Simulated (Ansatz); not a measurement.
# Re (Rhenium): the cost of one run

Computed with the Python package of Ansatz 0.2.0. The levels of theory stand in the script.

**1. The system**

The structure is hexagonal, space group P6_3/mmc (No. 194). The conventional cell has a = 2.761 Å, b = 2.761 Å, c = 4.458 Å, α = 90.00°, β = 90.00°, γ = 120.00°. Around Re (site symmetry -6m2) lie 12 Re at 2.74 to 2.76 Å.

The script holds or builds the structure itself.

**2. Script**

File lattice_re.py:

```python
# -*- coding: utf-8 -*-
import logging
import sys

import ansatz as az
import numpy as np

logging.basicConfig(stream=sys.stdout, format="[%(levelname)s] %(message)s")
logger = logging.getLogger("re")
logger.setLevel(logging.INFO)

def edges_and_angles(cell):
    cell = np.asarray(cell)
    a, b, c = np.linalg.norm(cell, axis=1)
    cosines = cell[1] @ cell[2] / (b * c), cell[0] @ cell[2] / (a * c), cell[0] @ cell[1] / (a * b)
    return (a, b, c, *np.degrees(np.arccos(cosines)))

lattice = az.Lattice.of(
    (2.7608, 0.0, 0.0),
    (-1.3804, 2.39092, 0.0),
    (0.0, 0.0, 4.4582),
)
sites = [
    ("Re", (1 / 3, 2 / 3, 0.25)),
    ("Re", (2 / 3, 1 / 3, 0.75)),
]
cell = az.Crystal(lattice=lattice)
for symbol, position in sites:
    cell = cell.atom(symbol, position)

model = (
    cell.calculation()
    .kpoints(13, 13, 7)
    .occupations("Marzari-Vanderbilt")
    .relax(cell=True, force_tolerance=0.01)
)

levels = [("lda", "none"), ("r2scan", "d4"), ("r2scan", "none")]
logger.info("level            a       b       c    alpha   beta  gamma  V/atom  steps")
for name, dispersion in levels:
    seen = []
    run = model.functional(name, dispersion=dispersion).session().plan()
    done = run.execute(on_event=lambda e: seen.append(e) if e["event"] == "relax_step" else None)
    cell = done.lattice.cell_ang
    label = name if dispersion == "none" else f"{name}+{dispersion}"
    print("{:13s} {:7.4f} {:7.4f} {:7.4f} {:6.2f} {:6.2f} {:6.2f}".format(label, *edges_and_angles(cell)), f"{abs(np.linalg.det(cell)) / len(done.lattice.sites):7.3f} {len(seen):5d}")
```

**3. The run**

Command:

```sh
$ python lattice_re.py
```

**Question.** How long does this script take on 1 thread of Arm Neoverse V1, shared host, and how much memory does it need?

About 60 s, with a peak of 0.53 GiB.
